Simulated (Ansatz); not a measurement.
The system is InSb3.

```xyz
4
Lattice="4.8064 0.0000 0.0000 0.0000 4.8064 0.0000 0.0000 0.0000 4.8064" Properties=species:S:1:pos:R:3 pbc="T T T"
Sb    2.4032    2.4032    0.0000
Sb    0.0000    2.4032    2.4032
Sb    2.4032    0.0000    2.4032
In    0.0000    0.0000    0.0000
```

The cell comes from a database or a generator and needn't be the stable form of this composition.

| Property | Result |
| --- | --- |
| Program | Ansatz 0.2.0 |
| Task | relaxation of cell and atoms |
| Functional | PBEsol |
| Potentials or basis | all-electron LAPW, scalar-relativistic |
| Basis error allowed | 0.002 eV/atom |
| k mesh | 6 × 6 × 6 |
| Occupations | fermi-dirac, width 0.05 eV |
| Spin | no spin polarisation |

At the start: volume 27.76 Å³/atom.

Problem. Where does the relaxation end?

Solution. Over 5 steps the energy falls by 11.9 meV/atom and the volume is 26.40 Å³/atom (-4.9 %); space group Pm-3m (No. 221, to 0.05 Å).

Step by step:
| step | energy change (eV) | largest force (eV/Å) | volume (Å³) |
| --- | --- | --- | --- |
| 1 | 0.0000 | 0.0000 | 111.03 |
| 2 | -0.0399 | 0.0000 | 103.54 |
| 3 | -0.0476 | 0.0000 | 105.78 |
| 4 | -0.0476 | 0.0000 | 105.59 |
| 5 | -0.0476 | 0.0000 | 105.59 |

Final structure:
```
Sb In
1.0
     4.72657    0.00000    0.00000
     0.00000    4.72657    0.00000
     0.00000    0.00000    4.72657
Sb In
3 1
Direct
  0.50000 0.50000 0.00000
  0.00000 0.50000 0.50000
  0.50000 0.00000 0.50000
  0.00000 0.00000 0.00000
```
